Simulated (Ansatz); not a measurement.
**TiH: a tetragonal deformation path**

An exercise on one series of results from a longer session: the logs are not shown, and one member is left open.

Method: DFT LDA, scalar-relativistic, plane waves, PAW, in Ansatz 0.2.0.

### The starting structure

The structure is cubic, space group Fm-3m (No. 225). Conventional cell: a = 4.179 Å, b = 4.179 Å, c = 4.179 Å, α = 90.00°, β = 90.00°, γ = 90.00°. Ti (site symmetry m-3m) has 6 H at 2.09 Å as nearest neighbours. H (site symmetry m-3m) is surrounded by 6 Ti at 2.09 Å.

As a file:

```cif
data_structure
_symmetry_space_group_name_H-M 'Fm-3m'
_symmetry_Int_Tables_number 225
_cell_length_a 4.1794
_cell_length_b 4.1794
_cell_length_c 4.1794
_cell_angle_alpha 90.000
_cell_angle_beta 90.000
_cell_angle_gamma 90.000
_cell_volume 73.00
loop_
_atom_site_label
_atom_site_type_symbol
_atom_site_symmetry_multiplicity
_atom_site_Wyckoff_symbol
_atom_site_fract_x
_atom_site_fract_y
_atom_site_fract_z
_atom_site_occupancy
Ti1 Ti 4 a 0.00000 0.00000 0.00000 1
H1 H 4 b 0.50000 0.00000 0.00000 1
```

It goes back to an entry of the Materials Project, which need not be the stable form.

The cell is taken as given, not relaxed at this level.

The first run:

The input, input.yaml:

```yaml
crystal:
  lattice:
    - [0.0, 2.08969722, 2.08969722]
    - [2.08969722, 0.0, 2.08969722]
    - [2.08969722, 2.08969722, 0.0]
  atoms:
    - { symbol: Ti, position: [0.0, 0.0, 0.0] }
    - { symbol: H, position: [0.5, 0.5, 0.5] }
basis:
  ecutwfc: 420
kpoints:
  mp_grid: { grid: [22, 22, 22] }
hamiltonian:
  xc: lda
scf:
  occupations: { method: gaussian, width: 0.15 }
output:
  forces: true
  stress: true
  eigenvalues: true
```

Run with:

```sh
$ ansatz run input.yaml --threads 1 --pin off --max-ram 1228MiB --backend cpu --events-out ev --progress --plain --runs-dir out
```

Among the steps run: The reference: the undisturbed cell on the scan's mesh; Point ρ = 0.707; At ρ = 1.414; Point ρ = 0.850; Point ρ = 1.200.

One of the session's tables, all rows but one given; the rest of the session is left out.

It belongs to the step «The scan collected». The scan, with free energies counted from the undisturbed cell:

| ρ | ΔE (meV/atom) | pressure (GPa) |
| --- | --- | --- |
| 0.707 | 225.7 | 3.9 |
| 0.850 | 7.1 | -7.0 |
| 1.000 | 0.0 | -7.9 |
| 1.200 | ? | ? |
| 1.414 | 94.3 | 0.4 |

Q: Estimate the row for ρ = 1.200 from the others.

Worked estimate for «ΔE (meV/atom)». A straight line through the neighbours (1.000, 0.0) and (1.414, 94.3) gives 0.0 + (94.3 − 0.0) × (1.200 − 1.000) / (1.414 − 1.000) = 45.6; a parabola fitted to 3 rows on both sides gives 24.7.

**Answer.** ΔE (meV/atom): 5.3; pressure (GPa): -6.8. In «ΔE (meV/atom)» the line misses by +40.3 and the parabola by +19.4.
